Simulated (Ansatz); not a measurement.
**Ta₂O₅: a line through an energy map**

Aim: follow the energy of Ta₂O₅ (I4/mmm, No. 139; 7 atoms in the cell) along one coordinate, equal normal strain along x and y, with the other held at amplitude of mode 1 (178i cm⁻¹) = −0.51 Å.

Program: Ansatz 0.2.0. Level of theory: DFT PBEsol, scalar-relativistic, plane waves, PAW. These are calculated values, not measurements.

### 1 The system as given

Symmetry: I4/mmm, No. 139, tetragonal system. The conventional cell has a = 5.241 Å, b = 5.241 Å, c = 9.577 Å, α = 90.00°, β = 90.00°, γ = 90.00°. Around Ta (site symmetry 4mm) lie 5 O at 1.88 to 1.92 Å. O (site symmetry 4/mmm) is surrounded by 2 Ta at 1.88 Å. O (site symmetry 2/m) is surrounded by 2 Ta at 1.92 Å.

As a file:

```xyz
7
Lattice="-2.6205 2.6205 4.7884 2.6205 -2.6205 4.7884 2.6205 2.6205 -4.7884" Properties=species:S:1:pos:R:3 pbc="T T T"
Ta    0.0000    0.0000    1.8843
Ta    0.0000    0.0000    7.6926
O     0.0000    0.0000    0.0000
O    -1.3103    1.3103    2.3942
O     1.3103   -1.3103    2.3942
O     1.3103    1.3103   -2.3942
O     1.3103    1.3103    2.3942
```

It goes back to an entry of the Materials Project, which need not be the stable form.

It is the result of an earlier relaxation at this level (volume 18.79 Å³/atom; gap on the mesh: 1.65 eV).

### 2 Plan of the line

The energy is mapped over a normal mode and a strain (zone-centre modes of the cell shown) (x along [1 0 0], y along [0 1 0], z along [0 0 1] of the conventional cell).

- amplitude of mode 1 (178i cm⁻¹), largest displacement in the unstrained cell: 7 values from −0.51 to 0.51 Å
- equal normal strain along x and y: 7 values from −4.00 to 4.00 %

Nothing else is relaxed (the pattern is fixed in fractional coordinates). Energies count from the relaxed high-symmetry cell. Points are written as (first, second).

The modes come from a phonon run on the reference cell, made beforehand.

The patterns, per unit of each coordinate (Å):

| atom | x1 | y1 | z1 |
| --- | --- | --- | --- |
| Ta1 | 0.000 | 0.000 | 0.000 |
| Ta2 | 0.000 | 0.000 | 0.000 |
| O3 | 0.000 | 0.000 | 0.000 |
| O4 | 0.259 | -0.259 | 0.930 |
| O5 | -0.259 | 0.259 | 0.930 |
| O6 | -0.259 | -0.259 | -0.930 |
| O7 | 0.259 | 0.259 | -0.930 |

### 3 Grid point (−0.51 Å, −4.00 %)

Input file input.yaml:

```yaml
crystal:
  lattice:
    - [-2.5156954006, 2.5156954006, 4.7884217886]
    - [2.5156954006, -2.5156954006, 4.7884217886]
    - [2.5156954006, 2.5156954006, -4.7884217886]
  atoms:
    - { symbol: Ta, position: [0.1967529825, 0.1967529825, 0.0] }
    - { symbol: Ta, position: [0.8032470175, 0.8032470175, 0.0] }
    - { symbol: O, position: [0.0, 0.0, 0.0] }
    - { symbol: O, position: [0.4756579021, -0.0749315692, 0.0] }
    - { symbol: O, position: [-0.0749315692, 0.4756579021, 0.0] }
    - { symbol: O, position: [0.0749315692, 0.0749315692, 0.5505894714] }
    - { symbol: O, position: [0.5243420979, 0.5243420979, 0.4494105286] }
basis:
  ecutwfc: 520.0
kpoints:
  mp_grid: { grid: [8, 8, 8] }
hamiltonian:
  xc: pbesol
  pseudopotentials: { kind: paw, azcp: { folder: soft_1 } }
scf:
  occupations: { method: gaussian, width: 0.05 }
output:
  forces: true
  stress: true
  eigenvalues: true
```

The run is started by

```console
$ ansatz run input.yaml --threads 2 --pin off --max-ram 4096MiB --backend cpu --events-out ev --progress --plain --runs-dir out
```

The session goes on with these runs: the other points of the line.

Q: Predict the outcome of this session. Wanted: for each run, equal normal strain along x and y; energy; slope; pressure; largest force on an atom.

As calculated:

```
equal normal strain along x and y (%)  step  energy (eV)  slope (eV per %)  pressure (GPa)  band gap on the k-mesh (eV)  largest force on an atom (eV/Å)
                                −4.00     3        −0.45             −0.02             1.3                         2.76                             0.88
                                −2.67     4        −0.40              0.08            −3.5                         2.61                             1.48
                                −1.33     5        −0.24              0.16            −7.6                         2.48                             2.00
                                 0.00     6        0.029              0.24           −11.1                         2.36                             2.46
                                 1.33     7         0.39              0.30           −14.1                         2.24                             2.86
                                 2.67     8         0.84              0.36           −16.6                         2.13                             3.21
                                 4.00     9         1.36              0.41           −18.8                         2.03                             3.50
```

Energies count from the relaxed high-symmetry cell. Slopes come from the forces (and the stress, where the cell changes), not from differences of energies.

What this shows: The lowest point computed is at the end of the line, −4.00 %, but the slope there points inward, so the minimum lies between it and the next point. The highest point computed, at 4.00 %, lies 1.80 eV above the lowest. This is one cut through a surface in two coordinates; it holds the lowest point sampled, which need not be a minimum. The reference is no minimum along the unstable mode, and wells on the map were not tested along the other modes. Spin-orbit coupling is left out, which matters for the bands of Ta.

These are semilocal Kohn-Sham gaps, which aren't the measured quantity. Such gaps usually fall short of the measured ones.
